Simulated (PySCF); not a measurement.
# [SmOF]−: other functionals and bases at one geometry

The task here is to estimate one member of a computed series from the others.

The runs use PySCF 2.14.0; several levels, as the steps say, no spin–orbit coupling.

1 further run of the same task is left out (for a known fault of the program).

### The starting structure

3 atoms, charge -1, spin multiplicity 1.

Bond lengths: Sm1–O2 2.036 Å, Sm1–F3 2.251 Å. Angles: O2–Sm1–F3 118.6°.

Coordinates:

```
Sm    0.02935    0.00000   -0.31576
O     1.77613    0.00000    0.73047
F    -1.91038    0.00000    0.82641
```

Formal oxidation states: Sm +2. Each metal's 6 4f electrons lie in its core potential, so multiplicities, spins and levels count the valence alone. An earlier session relaxed this geometry at PBE0, Sm lcecp-0-SVP with ECP52, O def2-SVP, F def2-SVP (singlet, point group Cs).

At PBE0 on the finer grid: E = -203.643806 Eh, frontier levels not given, since the 4f levels lie in the core, Mulliken charge on Sm1 +0.25 e, largest force component 0.008 eV/Å. The highest filled level lies above zero; it isn't the detachment energy.

Levels to run: BP86; revPBE; PBE0, TZVP. Hardware: 2 threads of Arm Neoverse N1, shared host.

The first run:

Contents of run.py (the lines that set the calculation):

```python
mol = gto.M(atom='''
Sm     0.02935     0.00000    -0.31576
O      1.77613     0.00000     0.73047
F     -1.91038     0.00000     0.82641''',
    basis={'Sm': 'lcecp-0-SVP', 'O': 'def2-SVP', 'F': 'def2-SVP'},
    ecp={'Sm': 'lcecp-0-SVP'},
    charge=-1, spin=0)
mf = dft.RKS(mol, xc='B88,P86')
mf.grids.atom_grid = (75, 302)  # f atoms: unpruned, at least (60, 302)
mf = mf.density_fit()  # fitting sets: Sm AutoAux, O def2-universal-JKFIT, F def2-universal-JKFIT
mf.conv_tol = 1e-08; mf.max_cycle = 55
mf.kernel(dm0)  # dm0: the density of the relaxed state
```

The run is started by

```sh
> OMP_NUM_THREADS=2 python run.py
```

Among the steps run: BP86; revPBE; PBE0, TZVP.

One of the session's tables, all rows but one given; the rest of the session is left out.

| level | charge on Sm1 (e) | dipole (D) | largest force component (eV/Å) |
| --- | --- | --- | --- |
| PBE0 (relaxed here) | 0.25 | 8.13 | 0.01 |
| BP86 | ? | ? | ? |
| revPBE | 0.08 | 6.95 | 0.68 |
| PBE0, TZVP | 0.62 | 8.74 | 0.55 |

**Question.** Estimate the row for BP86.

**Answer.** charge on Sm1 (e): 0.07; dipole (D): 6.88; largest force component (eV/Å): 0.57. In the column «charge on Sm1 (e)» it is the lowest.

The dipole of a charged species depends on the origin, so these sizes hold for this origin alone.

The largest leftover force, 0.68 eV/Å with revPBE, stands at a geometry relaxed at another level. With 4f in the core, its levels are missing from HOMO and gap, and its count is fixed, so no charge can pass from the ligands into it. Total energies of different levels can't be compared.
